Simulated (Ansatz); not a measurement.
# AlGaHF (singlet): inputs that go wrong at a displaced geometry (v2)

4 inputs are run for AlGaHF (singlet) as typed; the log has to tell whether the result can be used and what must change.

Computed with Ansatz 0.2.0, Gaussian basis. Level: the settings change from run to run.

22 further runs of the same task are left out: 2 for a known fault of the program, 6 that didn't finish, 14 set aside as unsound or not needed.

## 1. The geometry

The geometry is a PBE0/def2-TZVP stationary point (not a proven minimum) with its atoms shifted at random (size 0.100 Å). No spin-orbit coupling is included. The filled d shell of Ga may be among the frozen orbitals whatever the setting's name suggests; the logs give the count.

4 atoms, charge 0, spin multiplicity 1.

Atoms are counted from 1 here; the program's logs count them from 0.

Bond lengths: F1–Al2 1.655 Å, Al2–Ga3 2.662 Å, Al2–H4 1.883 Å, Ga3–H4 1.831 Å. Angles: F1–Al2–Ga3 150.1°, F1–Al2–H4 107.0°, Ga3–Al2–H4 43.4°, Al2–Ga3–H4 45.0°, Al2–H4–Ga3 91.6°.

Geometry (Å):

```csv
atom,x (Å),y (Å),z (Å)
F1,0.0909,0.2912,2.8685
Al2,-0.0740,-0.3153,1.3376
Ga3,0.0026,0.0262,-1.3014
H4,0.0857,1.1379,0.1508
```

## 2. Attempt 1

in.yaml reads:

```yaml
crystal:
  periodic: [false, false, false]
  atoms:
    - {symbol: F, position_ang: [0.090883, 0.291150, 2.868478]}
    - {symbol: Al, position_ang: [-0.073991, -0.315309, 1.337554]}
    - {symbol: Ga, position_ang: [0.002629, 0.026236, -1.301404]}
    - {symbol: H, position_ang: [0.085738, 1.137873, 0.150821]}
basis:
  gaussian: {orbitals: 6-31G}
hamiltonian: {xc: pbe}
correlation: {active_space: {window: {electrons: 2, orbitals: 2}}}
accuracy: high
scf: {lower_state_search: full}
```

Command:

```
$ ansatz run in.yaml --threads 1 --pin off --events-out ev --progress --plain --max-ram 2393MiB
```

Log:

```text
Error: invalid value for `correlation.active_space`: it starts from restricted Hartree–Fock orbitals; set hamiltonian.xc: hf without magnetization.spin_polarized
```

Wall time 0.03 s (1 thread of Arm Neoverse V2, shared host).

**Diagnosis.** The run was refused. An active space is asked on a functional's orbitals. Cure: start from Hartree-Fock.

## 3. Attempt 2

in.yaml reads:

```yaml
crystal:
  periodic: [false, false, false]
  atoms:
    - {symbol: F, position_ang: [0.171742, 0.550186, 5.420563]}
    - {symbol: Al, position_ang: [-0.139821, -0.595839, 2.527576]}
    - {symbol: Ga, position_ang: [0.004968, 0.049578, -2.459263]}
    - {symbol: H, position_ang: [0.162019, 2.150239, 0.285006]}
basis:
  gaussian: {orbitals: 6-31G}
magnetization: {spin_polarized: true, initial_magnetization: 0}
hamiltonian: {xc: hf}
accuracy: high
output: {orbitals: {seedname: orbitals}}
```

The command is unchanged.

Log:

```text
Functional definition: HF
  name "HF"
  cite "Fock, Z. Phys. 61, 126 (1930) doi:10.1007/BF01340294"
  parent pbe
  exchange = exact_x
  correlation = 0
867 factors; integrals over basis functions are off by at most 8.3e-9 eV
mean field evaluation 1: about -61617.9911 eV, gradient 2.9e1 eV
mean field evaluation 2: about -61617.9984 eV, gradient 2.9e1 eV
mean field evaluation 4: about -61620.8863 eV, gradient 1.5e1 eV
mean field evaluation 8: about -61622.2396 eV, gradient 3.8e-1 eV
mean field evaluation 16: about -61622.2434 eV, gradient 3.5e-6 eV
mean field evaluation 32: about -61623.4933 eV, gradient 3.9e-1 eV
mean field evaluation 64: about -61623.1960 eV, gradient 6.5e-2 eV
mean field evaluation 96: about -61623.1957 eV, gradient 4.2e-2 eV
mean field evaluation 128: about -61621.2358 eV, gradient 6.6e0 eV
mean field evaluation 160: about -61623.2745 eV, gradient 4.7e0 eV
mean field evaluation 192: about -61623.4456 eV, gradient 1.7e-1 eV
mean field evaluation 224: about -61623.3231 eV, gradient 1.3e-1 eV
mean field evaluation 256: about -61623.3657 eV, gradient 3.8e-1 eV
mean field evaluation 288: about -61623.1244 eV, gradient 3.3e0 eV
mean field evaluation 320: about -61621.5544 eV, gradient 3.4e0 eV
mean field evaluation 352: about -61623.4961 eV, gradient 1.1e-2 eV
mean field evaluation 384: about -61623.4957 eV, gradient 1.7e-2 eV
mean field evaluation 416: about -61622.3305 eV, gradient 3.4e0 eV
mean field evaluation 448: about -61622.6779 eV, gradient 2.6e0 eV
mean field evaluation 480: about -61621.7875 eV, gradient 8.5e0 eV
mean field evaluation 512: about -61623.0990 eV, gradient 3.0e-1 eV
mean field evaluation 544: about -61623.0938 eV, gradient 9.1e-1 eV
mean field evaluation 576: about -61623.1567 eV, gradient 5.6e-1 eV
mean field evaluation 608: about -61621.6761 eV, gradient 3.5e0 eV
mean field evaluation 640: about -61623.2018 eV, gradient 1.8e-1 eV
mean field evaluation 672: about -61619.5787 eV, gradient 5.7e0 eV
mean field evaluation 704: about -61623.1696 eV, gradient 3.0e-1 eV
mean field evaluation 736: about -61440.5052 eV, gradient 1.2e2 eV
mean field evaluation 768: about -61617.8968 eV, gradient 2.8e1 eV
mean field -61623.50468885 eV, -2264.6220274035 hartree, gradient 4.1e-8 eV, S^2 1.698303; 7 other end points of the search recorded, 0 dependent functions left out
reference -61623.50468885 eV, -2264.6220274035 hartree; 27, 27 occupied and 26, 26 virtual orbitals, 867 factors
Total energy: -61623.50468885 eV, -2264.6220274035 hartree
```

Wall time 9 s (1 thread of Arm Neoverse V2, shared host).

Diagnosis: The run converged, which proves nothing about the input. The coordinates are scaled by the bohr-ångström factor. The shortest distance is 3.13 Å, against 1.65 Å in the geometry of step 1. Its energy belongs to another geometry. To mend it, restore the coordinates in ångström.

## 4. Attempt 3

in.yaml reads:

```yaml
crystal:
  periodic: [false, false, false]
  atoms:
    - {symbol: F, position_ang: [0.090883, 0.291150, 2.868478]}
    - {symbol: Al, position_ang: [-0.073991, -0.315309, 1.337554]}
    - {symbol: Ga, position_ang: [0.002629, 0.026236, -1.301404]}
    - {symbol: H, position_ang: [0.085738, 1.137873, 0.150821]}
basis:
  gaussian: {orbitals: aug-cc-pVTZ}
magnetization: {spin_polarized: false}
correlation: {method: ccsdtq, electrons: all}
```

The command is unchanged.

Log:

```text
Functional definition: HF
  name "HF"
  cite "Fock, Z. Phys. 61, 126 (1930) doi:10.1007/BF01340294"
  parent pbe
  exchange = exact_x
  correlation = 0
2078 factors; integrals over basis functions are off by at most 2.2e-7 eV
mean field evaluation 1: about -61639.5450 eV, gradient 3.4e1 eV
mean field evaluation 2: about -61639.5943 eV, gradient 3.4e1 eV
mean field evaluation 4: about -61642.1796 eV, gradient 2.4e0 eV
mean field evaluation 8: about -61642.2349 eV, gradient 3.1e-1 eV
mean field evaluation 16: about -61642.2364 eV, gradient 1.7e-6 eV
mean field -61642.23638446 eV, -2265.3104045203 hartree, gradient 1.7e-6 eV, S^2 0.000000; 0 other end points of the search recorded, 0 dependent functions left out; unrestricted orbitals would lower it
reference -61642.23638446 eV, -2265.3104045203 hartree; 27, 27 occupied and 151, 151 virtual orbitals, 2078 factors
second order -16.63517420 eV of doubles, -0.00000000 eV of singles
Error: the tensor DIRECTION4 is too large, counted in double precision, for the memory of any host
refused for memory
```

Run time: 12 s. Hardware: 1 thread of Arm Neoverse V2, shared host; peak memory 0.55 GiB.

What is wrong: The run was refused for memory. The method is too large for the memory allowed. To mend it, freeze cores, shrink the basis or take a lower level.

## 5. Attempt 4

in.yaml reads:

```yaml
crystal:
  periodic: [false, false, false]
  atoms:
    - {symbol: F, position_ang: [0.090883, 0.291150, 2.868478]}
    - {symbol: Al, position_ang: [-0.073991, -0.315309, 1.337554]}
    - {symbol: Ga, position_ang: [0.002629, 0.026236, -1.301404]}
    - {symbol: H, position_ang: [0.085738, 1.137873, 0.150821]}
basis:
  gaussian: {orbitals: cc-pVDZ, fitting: {mean_field: def2-universal-jkfit}}
magnetization: {spin_polarized: true, initial_magnetization: 8}
correlation: {method: ccsd, electrons: outside_noble_gas}
accuracy: high
scf: {omitted_lower_state_checks: [cluster_reference]}
output: {forces: true}
```

The command is unchanged.

Log:

```text
Functional definition: HF
  name "HF"
  cite "Fock, Z. Phys. 61, 126 (1930) doi:10.1007/BF01340294"
  parent pbe
  exchange = exact_x
  correlation = 0
these checks for a lower state are left out or cut short: cluster_reference
489 factors; integrals over basis functions are off by at most 4.2e-1 eV
mean field evaluation 1: about -61598.8840 eV, gradient 4.7e1 eV
mean field evaluation 2: about -61610.8172 eV, gradient 4.6e1 eV
mean field evaluation 4: about -61621.0630 eV, gradient 4.8e0 eV
mean field evaluation 8: about -61621.2893 eV, gradient 1.5e-3 eV
mean field evaluation 16: about -61621.1703 eV, gradient 6.2e0 eV
mean field evaluation 32: about -61620.5164 eV, gradient 6.8e0 eV
mean field evaluation 64: about -61615.0131 eV, gradient 8.5e0 eV
mean field evaluation 96: about -61621.2893 eV, gradient 6.3e-3 eV
mean field -61621.28934541 eV, -2264.5406150337 hartree, gradient 2.6e-8 eV, S^2 20.005630; 10 other end points of the search recorded, 0 dependent functions left out
20 core orbitals not correlated, not the lowest: weight in the atoms' cores, before any rotation towards them, 0.996 or more for the frozen orbitals, at most 0.004 for the correlated occupied ones
reference -61621.28934541 eV, -2264.5406150337 hartree; 11, 3 occupied and 33, 41 virtual orbitals, 489 factors
second order -4.81731585 eV of doubles, -0.00000000 eV of singles
cycle   1  -5.25238500 eV  change   -4.4e-1 eV  update   5.6e-2
cycle   2  -5.41605248 eV  change   -1.6e-1 eV  update   2.1e-2
cycle   3  -5.43016924 eV  change   -1.4e-2 eV  update   8.3e-3
cycle   4  -5.42925084 eV  change    9.2e-4 eV  update   4.4e-3
cycle   5  -5.43046663 eV  change   -1.2e-3 eV  update   2.5e-3
cycle   6  -5.43122890 eV  change   -7.6e-4 eV  update   1.4e-3
cycle   7  -5.43105679 eV  change    1.7e-4 eV  update   6.6e-4
cycle   8  -5.43108980 eV  change   -3.3e-5 eV  update   3.0e-4
cycle   9  -5.43113201 eV  change   -4.2e-5 eV  update   1.5e-4
cycle  10  -5.43111081 eV  change    2.1e-5 eV  update   9.3e-5
cycle  11  -5.43112199 eV  change   -1.1e-5 eV  update   5.7e-5
cycle  12  -5.43111446 eV  change    7.5e-6 eV  update   3.2e-5
cycle  13  -5.43112450 eV  change   -1.0e-5 eV  update   1.6e-5
cycle  14  -5.43112388 eV  change    6.1e-7 eV  update   9.0e-6
cycle  15  -5.43112350 eV  change    3.8e-7 eV  update   6.1e-6
cycle  16  -5.43112291 eV  change    5.9e-7 eV  update   5.1e-6
cycle  17  -5.43112259 eV  change    3.2e-7 eV  update   4.8e-6
cycle  18  -5.43112274 eV  change   -1.5e-7 eV  update   4.7e-6
cycle  19  -5.43112263 eV  change    1.2e-7 eV  update   4.6e-6
cycle  20  -5.43112263 eV  change  -3.8e-10 eV  update   4.5e-6
cycle  21  -5.43112266 eV  change   -3.5e-8 eV  update   4.5e-6
cycle  22  -5.43112272 eV  change   -5.8e-8 eV  update   4.4e-6
cycle  23  -5.43112279 eV  change   -7.0e-8 eV  update   4.0e-6
cycle  24  -5.43112281 eV  change   -2.0e-8 eV  update   3.8e-6
cycle  25  -5.43112262 eV  change    1.8e-7 eV  update   3.6e-6
cycle  26  -5.43112279 eV  change   -1.7e-7 eV  update   3.3e-6
cycle  27  -5.43112306 eV  change   -2.7e-7 eV  update   2.8e-6
cycle  28  -5.43112316 eV  change   -1.0e-7 eV  update   2.0e-6
cycle  29  -5.43112309 eV  change    7.0e-8 eV  update   1.3e-6
cycle  30  -5.43112299 eV  change    1.1e-7 eV  update   8.2e-7
cycle  31  -5.43112301 eV  change   -2.1e-8 eV  update   4.1e-7
cycle  32  -5.43112303 eV  change   -2.3e-8 eV  update   2.5e-7
cycle  33  -5.43112303 eV  change    4.9e-9 eV  update   1.5e-7
cycle  34  -5.43112302 eV  change    5.0e-9 eV  update   8.5e-8
cycle  35  -5.43112302 eV  change   -1.9e-9 eV  update   5.2e-8
cycle  36  -5.43112303 eV  change   -6.3e-9 eV  update   3.3e-8
cycle  37  -5.43112303 eV  change   -5.1e-9 eV  update   2.2e-8
cycle  38  -5.43112304 eV  change   -2.6e-9 eV  update   1.6e-8
cycle  39  -5.43112304 eV  change   -1.6e-9 eV  update   1.3e-8
cycle  40  -5.43112304 eV  change  -2.8e-10 eV  update   1.1e-8
cycle  41  -5.43112304 eV  change    1.1e-9 eV  update   9.3e-9
cycle  42  -5.43112304 eV  change    1.6e-9 eV  update   7.0e-9
cycle  43  -5.43112303 eV  change   8.1e-10 eV  update   5.5e-9
cycle  44  -5.43112303 eV  change  -6.2e-11 eV  update   4.5e-9
cycle  45  -5.43112304 eV  change  -4.6e-10 eV  update   4.0e-9
cycle  46  -5.43112304 eV  change  -2.9e-10 eV  update   3.7e-9
cycle  47  -5.43112304 eV  change  -2.5e-11 eV  update   3.6e-9
cycle  48  -5.43112304 eV  change   5.1e-11 eV  update   3.5e-9
cycle  49  -5.43112304 eV  change  -2.5e-11 eV  update   3.4e-9
cycle  50  -5.43112304 eV  change  -2.8e-10 eV  update   3.2e-9
cycle  51  -5.43112304 eV  change  -3.6e-10 eV  update   2.9e-9
cycle  52  -5.43112304 eV  change   2.3e-11 eV  update   2.4e-9
cycle  53  -5.43112304 eV  change   3.6e-10 eV  update   1.5e-9
the calculation of the forces begins
Total energy: -61626.72046844 eV, -2264.7402051239 hartree
Atom 0 at     0.090883     0.291150     2.868478 Å, force     0.854432     3.225145     9.207960 eV/Å
Atom 1 at    -0.073991    -0.315309     1.337554 Å, force    -1.001552    -4.559705    -5.273195 eV/Å
Atom 2 at     0.002629     0.026236    -1.301404 Å, force    -0.078193    -0.890191    -4.300075 eV/Å
Atom 3 at     0.085738     1.137873     0.150821 Å, force     0.225314     2.224751     0.365309 eV/Å
Dipole moment:     0.047390     0.296853     0.740472 e Å
Checks for a lower state left out: cluster_reference
```

It took 17 s on 1 thread of Arm Neoverse V2, shared host.

**Diagnosis.** The run converged, which proves nothing about the input. Far too many unpaired electrons are asked for. Its energy belongs to the state of multiplicity 9, not to the singlet that was meant. Fix: set initial_magnetization to that of the wanted state.

## 6. Summary

```csv
attempt,level,ended,cause,time
1,"CASSCF(2,2)/6-31G",refused,an active space is asked on a functional's orbitals,0.03 s
2,HF/6-31G,converged,the coordinates are scaled by the bohr-ångström factor,9 s
3,CCSDTQ on RHF/aug-cc-pVTZ,out of memory,the method is too large for the memory allowed,12 s
4,CCSD on UHF/cc-pVDZ,converged,far too many unpaired electrons are asked for,17 s
```

1 refused, 2 converged, 1 out of memory. The input that converges on a wrong geometry or spin is the dangerous one: no error points at it, so geometry and ⟨S²⟩ have to be checked.
